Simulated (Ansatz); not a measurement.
# Be: strong compression

An exercise on one series of results from a longer session: the logs are not shown, and one member is left open.

Method: DFT, PBEsol, PAW with Ansatz's default frozen-core files, scalar-relativistic, in Ansatz 0.2.0.

1 further run of the same task is left out (it didn't finish). Runs told in other sessions of the task aren't counted.

### The starting structure

Symmetry: Im-3m, No. 229, cubic system. Conventional cell: a = 2.503 Å, b = 2.503 Å, c = 2.503 Å, α = 90.00°, β = 90.00°, γ = 90.00°. Be (site symmetry m-3m) is surrounded by 8 Be at 2.17 Å.

Structure file:

```cif
data_structure
_symmetry_space_group_name_H-M 'P 1'
_symmetry_Int_Tables_number 1
_cell_length_a 2.1675
_cell_length_b 2.1675
_cell_length_c 2.1675
_cell_angle_alpha 109.471
_cell_angle_beta 109.471
_cell_angle_gamma 109.471
_cell_volume 7.84
loop_
_atom_site_label
_atom_site_type_symbol
_atom_site_fract_x
_atom_site_fract_y
_atom_site_fract_z
_atom_site_occupancy
Be1 Be 0.00000 0.00000 0.00000 1
```

Whether this phase is the stable one at these pressures isn't tested.

Set-up of the first run:

The input, input.yaml:

```yaml
crystal:
  lattice:
    - [-1.2514117383, 1.2514117383, 1.2514117383]
    - [1.2514117383, -1.2514117383, 1.2514117383]
    - [1.2514117383, 1.2514117383, -1.2514117383]
  atoms:
    - { symbol: Be, position: [0.0, 0.0, 0.0] }
kpoints:
  mp_grid: { grid: [23, 23, 23] }
scf:
  occupations: { method: fermi_dirac, width: 0.1 }
hamiltonian:
  xc: pbesol
  pseudopotentials: { kind: paw }
output:
  forces: true
  stress: true
relax:
  f_tol: 0.005
  max_steps: 40
  cell: {}
```

Command:

```bash
> ansatz run input.yaml --threads 1 --pin off --max-ram 2048MiB --backend cpu --events-out ev --progress --plain --runs-dir out
```

Steps of the session up to this table: Cell relaxed at zero pressure, PAW; Volume scaled by 1, PAW; Volume scaled by 0.88, PAW; Volume scaled by 0.78, PAW; Volume scaled by 0.68, PAW; Volume scaled by 0.58, PAW; Volume scaled by 0.5, PAW; Volume scaled by 0.43, PAW; Volume scaled by 0.43, PAW (cutoff 300 eV).

One table of the session follows, with a row left open; its other results are not shown here.

```
             method  volume over the first  volume (Å³/atom)  pressure (GPa)
                PAW                      1             7.749            0.01
                PAW                   0.88             6.820           19.74
                PAW                   0.78             6.045           46.83
                PAW                   0.68             5.270           91.12
                PAW                   0.58                 ?               ?
                PAW                    0.5             3.875          271.75
                PAW                   0.43             3.332          424.05
PAW (cutoff 300 eV)                   0.43             3.332          424.30
```

Q: Estimate the row for PAW, 0.58 from the others.

The run gave: volume (Å³/atom): 4.495; pressure (GPa): 167.26. In the column «volume (Å³/atom)» it lies between PAW, 0.5 (3.875) and PAW, 0.68 (5.270).

To keep in mind: At pressures up to 424 GPa the PAW spheres may overlap and frozen cores may not hold, so those PAW values are rough without an all-electron check. Warnings in the runs' records: cutoff below recommended.
